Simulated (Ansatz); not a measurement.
# C2H7InNO radical: one species, many methods

The task here is to estimate one member of a computed series from the others.

Program: Ansatz 0.2.0, Gaussian basis. Level of theory: functionals in def2-TZVPP, the program's frozen cores in correlated methods. These are calculated values, not measurements.

The runs, in order: LDA (SPW92), PBE-D4, revPBE-D4, BLYP-D4, r2SCAN-D4, B97M-V, PBE0-D4, B3LYP-D4, r2SCANh-D4, r2SCAN0-D4, HSE06-D4, BHLYP-D4, CAM-B3LYP-D4, LC-ωPBE, ωB97X-V, ωB97M-V, B2PLYP, PBE-QIDH; CCSD(T)/def2-SVP; CCSD(T)/def2-TZVPP; MP2/def2-QZVPP; extrapolation to the limit; RPA on PBE.

## The relaxed structure

All runs share one geometry, relaxed beforehand with PBE0-D4 in a triple-zeta def2 set. In takes the def2 core potential; no spin-orbit term is included.

SMILES `C[N](C)[In][OH]`, 12 atoms, charge 0, spin multiplicity 2.

Atoms are counted from 1 here; the program's logs count them from 0.

Bond lengths: C1–N2 1.426 Å, C1–H6 1.101 Å, C1–H7 1.092 Å, C1–H8 1.097 Å, N2–C3 1.426 Å, N2–In4 2.578 Å, C3–H9 1.101 Å, C3–H10 1.092 Å, C3–H11 1.097 Å, In4–O5 2.079 Å, O5–H12 0.960 Å. Angles: N2–C1–H6 107.3°, N2–C1–H7 110.5°, N2–C1–H8 112.9°, H6–C1–H7 107.8°, H6–C1–H8 108.3°, H7–C1–H8 109.9°, C1–N2–C3 114.2°, C1–N2–In4 114.9°, C3–N2–In4 114.8°, N2–C3–H9 107.5°, N2–C3–H10 110.6°, N2–C3–H11 112.8°, H9–C3–H10 107.8°, H9–C3–H11 108.1°, H10–C3–H11 109.9°, N2–In4–O5 72.1°, In4–O5–H12 116.3°.

Set-up of the first run:

The input, in.yaml:

```yaml
crystal:
  periodic: [false, false, false]
  atoms:
    - {symbol: C, position_ang: [-1.140473, -0.752767, 0.410994]}
    - {symbol: N, position_ang: [0.022474, -0.685603, -0.410974]}
    - {symbol: C, position_ang: [1.248153, -0.633711, 0.315350]}
    - {symbol: In, position_ang: [-0.138628, 0.966597, -2.383175]}
    - {symbol: O, position_ang: [-0.149818, 2.070438, -0.621094]}
    - {symbol: H, position_ang: [-1.343711, 0.266122, 0.775068]}
    - {symbol: H, position_ang: [-2.004589, -1.076353, -0.173669]}
    - {symbol: H, position_ang: [-1.010689, -1.408897, 1.280607]}
    - {symbol: H, position_ang: [1.367492, 0.394813, 0.689084]}
    - {symbol: H, position_ang: [2.093142, -0.850749, -0.341880]}
    - {symbol: H, position_ang: [1.260603, -1.313706, 1.176300]}
    - {symbol: H, position_ang: [-0.203956, 3.023825, -0.716621]}
basis:
  gaussian: {orbitals: def2-TZVPP}
magnetization: {spin_polarized: true, initial_magnetization: 1}
hamiltonian: {xc: lda}
output: {orbitals: {seedname: orbitals}}
```

Run with:

```sh
> ansatz run in.yaml --threads 2 --pin off --events-out ev --progress --plain --max-ram 32768MiB --backend cuda --devices 0, --max-vram 18GiB
```

Steps of the session up to this table: LDA; PBE-D4 (GGA); revPBE-D4 (GGA); BLYP-D4 (GGA); r2SCAN-D4 (meta-GGA); B97M-V (meta-GGA); PBE0-D4 (hybrid); B3LYP-D4 (hybrid); r2SCANh-D4 (hybrid); r2SCAN0-D4 (hybrid); HSE06-D4 (hybrid); BHLYP-D4 (hybrid); CAM-B3LYP-D4 (range-separated); LC-ωPBE (range-separated); ωB97X-V (range-separated); ωB97M-V (range-separated); B2PLYP (double hybrid); PBE-QIDH (double hybrid).

One of the session's tables, all rows but one given; the rest of the session is left out.

It belongs to the step «Orbital energies across the functionals». 

| functional | HOMO (eV) | LUMO (eV) | gap (eV) |
| --- | --- | --- | --- |
| LDA (SPW92) | -5.02 | -4.42 | 0.60 |
| PBE-D4 | -4.80 | -3.97 | 0.83 |
| revPBE-D4 | -4.71 | -3.85 | 0.86 |
| BLYP-D4 | -4.71 | -3.91 | 0.81 |
| r2SCAN-D4 | -5.03 | -3.36 | 1.66 |
| B97M-V | -4.91 | -3.50 | 1.40 |
| PBE0-D4 | -5.80 | -2.56 | 3.23 |
| B3LYP-D4 | ? | ? | ? |
| r2SCANh-D4 | -5.41 | -2.87 | 2.55 |
| r2SCAN0-D4 | -5.98 | -2.12 | 3.86 |
| HSE06-D4 | -5.40 | -2.96 | 2.44 |
| BHLYP-D4 | -6.70 | -1.15 | 5.56 |
| CAM-B3LYP-D4 | -7.05 | -1.44 | 5.62 |
| LC-ωPBE | -8.13 | -0.07 | 8.06 |
| ωB97X-V | -7.89 | -0.43 | 7.46 |
| ωB97M-V | -7.88 | -0.54 | 7.34 |

Estimate the missing values for B3LYP-D4.

Worked estimate for «HOMO (eV)». Against the share of exact exchange, BLYP-D4 (0, -4.71), BHLYP-D4 (0.5, -6.70) give a slope of -3.98 per unit share; at 0.2 the line stands at -5.51.

The run gave: HOMO (eV): -5.68; LUMO (eV): -2.98; gap (eV): 2.70. In «HOMO (eV)» the line misses by +0.17.
